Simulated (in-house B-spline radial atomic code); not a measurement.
# Pt⁴⁰⁺: Hartree-Fock with and without relativity

Aim: what relativity does to the energy, levels and radii of Pt⁴⁰⁺.

Program: in-house B-spline radial atomic code version 1. Level of theory: Hartree-Fock averaged over the configuration, non-relativistic (point nucleus) and Dirac-Coulomb (finite nucleus); spherical all-electron atom at the radial basis limit. These are calculated values, not measurements, unless marked.

## (1) Starting point

| Property | Result |
| --- | --- |
| element | platinum (Z = 78) |
| charge | +40 |
| electrons | 38 |
| configuration | [Kr] 4d2 |
| nucleus | point (non-relativistic run); Fermi, rms radius 5.427 fm (Dirac runs) |

The outer shells:

[Kr] 4d2
```
[Kr] core
4d [↑ ][↑ ][  ][  ][  ]
```

The boxes draw the filling by Hund's rule, which heavy ions in jj coupling don't follow; these runs average over all states of the configuration.

## (2) Non-relativistic run

Input settings:

```ini
Z = 78
electrons = 38.0
configuration = [Kr] 4d2
hamiltonian = nr
method = hf
spin_polarised = False
```

## (3) Dirac-Coulomb run

Input settings:

```ini
Z = 78
electrons = 38.0
configuration = [Kr] 4d2
hamiltonian = dirac
method = hf
spin_polarised = False
nucleus = fermi
rms_radius = 5.427
mass_number = 195
atomic_mass = 194.964794325
speed_of_light = 137.035999084
```

## (4) Dirac-Coulomb run in the lowest jj configuration, 1s2 2s2 2p6 3s2 3p6 3d10 4s2 4p6 4d-2

In configurations, a minus sign after the shell means j = l − 1/2 and a plus sign j = l + 1/2; the count of electrons follows.

Settings: those of step 3 with these lines changed.

```diff
@@ -2,3 +2,3 @@
 electrons = 38.0
-configuration = [Kr] 4d2
+configuration = 1s2 2s2 2p6 3s2 3p6 3d10 4s2 4p6 4d-2
 hamiltonian = dirac
```

**Question.** How much does each shell's level and mean radius change with the Dirac Hamiltonian, and the total energy?

The runs gave:

Levels and radii; the Dirac values are averaged over j with the occupations as weights.

| shell | ε non-rel. (eV) | ε Dirac (eV) | <r> non-rel. (bohr) | <r> Dirac (bohr) | change of <r> (%) |
| --- | --- | --- | --- | --- | --- |
| 1s | -73551.1 | -80733.2 | 0.01941 | 0.01715 | -11.65 |
| 2s | -13900.3 | -15830.9 | 0.08170 | 0.07162 | -12.35 |
| 2p | -13412.1 | -14066.3 | 0.06913 | 0.06468 | -6.44 |
| 3s | -4626.42 | -5126.31 | 0.2032 | 0.1841 | -9.39 |
| 3p | -4400.65 | -4593.78 | 0.1935 | 0.1841 | -4.87 |
| 3d | -3988.20 | -3974.83 | 0.1693 | 0.1675 | -1.05 |
| 4s | -2141.14 | -2306.46 | 0.4060 | 0.3771 | -7.11 |
| 4p | -2033.16 | -2100.42 | 0.4034 | 0.3888 | -3.60 |
| 4d | -1864.94 | -1867.54 | 0.3914 | 0.3886 | -0.70 |

The Dirac run lies -1105.51 hartree (-6.8 %) from the non-relativistic one; the finite nucleus has a part in that. The first-order mass-velocity and Darwin terms of the non-relativistic run add up to -919.76 hartree, 83 % of it. The strongest contraction, averaged over j, is that of 2s (-12.35 %). Spin-orbit coupling splits the 4d level by 25.568 eV and the 2p level by 1732.87 eV. The lowest jj configuration lies 31.051 eV below the average over the whole configuration. Breit terms add 19.9 hartree and QED terms 13.9 hartree.
